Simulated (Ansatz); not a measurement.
# CuP: the cost of one run

Computed with Ansatz 0.2.0 (DFT PBE, scalar-relativistic, plane waves, PAW, unless a step's input says otherwise).

### 1 The structure to begin with

Symmetry: P-6m2, No. 187, hexagonal system. The conventional cell has a = 3.178 Å, b = 3.178 Å, c = 3.099 Å, α = 90.00°, β = 90.00°, γ = 120.00°. Around Cu (site symmetry -6m2) lie 6 P at 2.40 Å. P (site symmetry -6m2) has 6 Cu at 2.40 Å as nearest neighbours.

Coordinates:

```xyz
2
Lattice="3.1778 0.0000 0.0000 -1.5889 2.7521 0.0000 0.0000 0.0000 3.0995" Properties=species:S:1:pos:R:3 pbc="T T T"
Cu    0.0000    0.0000    0.0000
P     1.5889    0.9174    1.5497
```

This is candidate A: tungsten carbide type (P-6m2, No. 187).

(A quick probe on a coarse mesh, which set the mesh and smearing, is not shown.)

### 3 Rough relaxation on the coarse mesh (candidate A)

Contents of input.yaml:

```yaml
crystal:
  lattice:
    - [3.1778073947, 0.0, 0.0]
    - [-1.5889036973, 2.7520619321, 0.0]
    - [0.0, 0.0, 3.0994699771]
  atoms:
    - { symbol: Cu, position: [0.0, 0.0, 0.0] }
    - { symbol: P, position: [0.6666666667, 0.3333333333, 0.5] }
basis:
  ecutwfc: 420
kpoints:
  mp_grid: { grid: [6, 6, 6] }
hamiltonian:
  xc: pbe
scf:
  occupations: { method: gaussian, width: 0.1 }
  lower_state_search: "off"
output:
  forces: true
  stress: true
  eigenvalues: true
relax:
  adjacent_minimum: "off"
  f_tol: 0.04
  max_steps: 70
  cell: { stress_tol: 0.4 }
```

Started as:

```sh
> ansatz run input.yaml --threads 1 --pin off --max-ram 2560MiB --backend cpu --events-out ev --progress --plain --runs-dir out
```

Q: Estimate wall time and peak memory on 1 thread of Arm Neoverse V2, shared host.

About 17 s, with a peak of 0.3 GiB.
